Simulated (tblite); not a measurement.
# C5H7BF2O: the cost of one run

The runs use tblite 0.8.0 and PySCF 2.14.0, with density-fitted response routines of our own; the level of theory stands in each step. All values are computed, except where a source is named. Atoms count from 0, in the outputs and in this text.

### 1 Starting geometry

16 atoms, charge 0, multiplicity 1; geometry from: force field or distance geometry start.

Bonds of the start (Å): C0–C1 1.54, C1–C2 1.48, C2–C3 1.29, C3–C4 1.45, C4–O5 1.25, C2–B6 1.59, B6–F7 1.45, B6–F8 1.45, C0–H9 1.12, C0–H10 1.12, C0–H11 1.11, C1–H12 1.08, C1–H13 1.12, C3–H14 1.10, C4–H15 1.08.

### 2 Geometry optimisation with GFN2-xTB

Job settings and geometry (Å):

```
{"job": {"kind": "relax", "xc": "GFN2-xTB", "basis": "xTB"}, "charge": 0, "multiplicity": 1}
C     -1.769300    -0.388900     0.895100
C     -0.885900    -0.583800    -0.349700
C      0.218100     0.395600    -0.324300
C      1.489100     0.151600    -0.306700
C      2.115600    -1.156800    -0.263600
O      1.533500    -2.265200    -0.273900
B     -0.235200     1.921500    -0.357000
F      0.381700     2.659200    -1.448100
F     -0.168900     2.569200     0.941200
H     -2.845500    -0.471600     0.593800
H     -1.502900    -1.185200     1.640300
H     -1.581100     0.596200     1.361300
H     -0.596400    -1.622600    -0.316900
H     -1.510000    -0.462000    -1.275400
H      2.156300     1.029800    -0.291500
H      3.193400    -1.178000    -0.236000
```

Run with:

```console
> OMP_NUM_THREADS=1 python probes_run.py task.json out
```

One launch serves the whole session: the jobs run in the order shown.

Q: Estimate the wall time and peak memory of this first job on 1 thread of Intel Xeon at 2.50GHz, shared host.

About 2.3 s, with a peak of 0.18 GiB.
